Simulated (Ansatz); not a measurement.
# C2H6BBrS: up Jacob's ladder to CCSD(T)

One table from this session's results is given with a row withheld; the runs are named, their logs left out.

Program: Ansatz 0.2.0, Gaussian basis. Level of theory: functionals in def2-TZVPP, the program's frozen cores in correlated methods. These are calculated values, not measurements.

The runs, in order: LDA (SPW92), PBE-D4, revPBE-D4, BLYP-D4, r2SCAN-D4, B97M-V, PBE0-D4, B3LYP-D4, r2SCANh-D4, r2SCAN0-D4, HSE06-D4, BHLYP-D4, CAM-B3LYP-D4, LC-ωPBE, ωB97X-V, ωB97M-V, B2PLYP, PBE-QIDH; CCSD(T)/def2-SVP; CCSD(T)/def2-TZVPP; MP2/def2-QZVPP; extrapolation to the limit; RPA on PBE.

## Structure used throughout

The geometry comes from an earlier relaxation with PBE0-D4 in a triple-zeta def2 set; it is a stationary point, not always the lowest conformer.

SMILES `CCB(S)Br`, 11 atoms, charge 0, spin multiplicity 1.

Atoms are counted from 1 here; the program's logs count them from 0.

Bond lengths: C1–C2 1.527 Å, C1–H6 1.092 Å, C1–H7 1.091 Å, C1–H8 1.092 Å, C2–B3 1.563 Å, C2–H9 1.100 Å, C2–H10 1.095 Å, B3–S4 1.786 Å, B3–Br5 1.930 Å, S4–H11 1.345 Å. Angles: C2–C1–H6 111.0°, C2–C1–H7 111.2°, C2–C1–H8 111.2°, H6–C1–H7 108.0°, H6–C1–H8 107.8°, H7–C1–H8 107.5°, C1–C2–B3 116.1°, C1–C2–H9 109.1°, C1–C2–H10 110.3°, B3–C2–H9 105.4°, B3–C2–H10 110.0°, H9–C2–H10 105.4°, C2–B3–S4 125.3°, C2–B3–Br5 120.3°, S4–B3–Br5 114.3°, B3–S4–H11 96.8°.

The first run:

The input, in.yaml:

```yaml
crystal:
  periodic: [false, false, false]
  atoms:
    - {symbol: C, position_ang: [-0.661620, 1.285151, 0.348689]}
    - {symbol: C, position_ang: [0.071039, -0.040877, 0.536341]}
    - {symbol: B, position_ang: [0.666654, -0.685642, -0.756771]}
    - {symbol: S, position_ang: [0.657499, -2.429609, -1.139988]}
    - {symbol: Br, position_ang: [1.554439, 0.411295, -2.073041]}
    - {symbol: H, position_ang: [-1.005054, 1.681097, 1.306646]}
    - {symbol: H, position_ang: [-0.013553, 2.031970, -0.112703]}
    - {symbol: H, position_ang: [-1.535747, 1.166205, -0.295569]}
    - {symbol: H, position_ang: [0.928644, 0.113943, 1.208112]}
    - {symbol: H, position_ang: [-0.574064, -0.761218, 1.049932]}
    - {symbol: H, position_ang: [-0.022938, -2.829315, -0.050846]}
basis:
  gaussian: {orbitals: def2-TZVPP}
hamiltonian: {xc: lda}
output: {orbitals: {seedname: orbitals}}
```

Among the steps run: LDA; PBE-D4 (GGA); revPBE-D4 (GGA); BLYP-D4 (GGA); r2SCAN-D4 (meta-GGA); B97M-V (meta-GGA); PBE0-D4 (hybrid); B3LYP-D4 (hybrid); r2SCANh-D4 (hybrid); r2SCAN0-D4 (hybrid); HSE06-D4 (hybrid); BHLYP-D4 (hybrid); CAM-B3LYP-D4 (range-separated); LC-ωPBE-D4 (range-separated; the results give it without D4); ωB97X-V (range-separated); ωB97M-V (range-separated); B2PLYP (double hybrid); PBE-QIDH (double hybrid).

One table of the session follows, with a row left open; its other results are not shown here.

It belongs to the step «Frontier levels by functional». 

| functional | HOMO (eV) | gap (eV) |
| --- | --- | --- |
| LDA (SPW92) | -6.91 | 4.75 |
| PBE-D4 | -6.77 | 4.83 |
| revPBE-D4 | -6.72 | 4.88 |
| BLYP-D4 | -6.59 | 4.84 |
| r2SCAN-D4 | -7.06 | 5.40 |
| B97M-V | -7.12 | 5.57 |
| PBE0-D4 | ? | ? |
| B3LYP-D4 | -7.70 | 6.50 |
| r2SCANh-D4 | -7.50 | 6.15 |
| r2SCAN0-D4 | -8.15 | 7.28 |
| HSE06-D4 | -7.56 | 6.14 |
| BHLYP-D4 | -8.98 | 9.02 |
| CAM-B3LYP-D4 | -9.23 | 9.34 |
| LC-ωPBE | -10.62 | 11.80 |
| ωB97X-V | -10.26 | 11.39 |
| ωB97M-V | -10.10 | 11.07 |

Estimate the missing values for PBE0-D4.

The run gave: HOMO (eV): -7.96; gap (eV): 6.92. In the column «HOMO (eV)» it lies between r2SCAN0-D4 (-8.15) and B3LYP-D4 (-7.70).
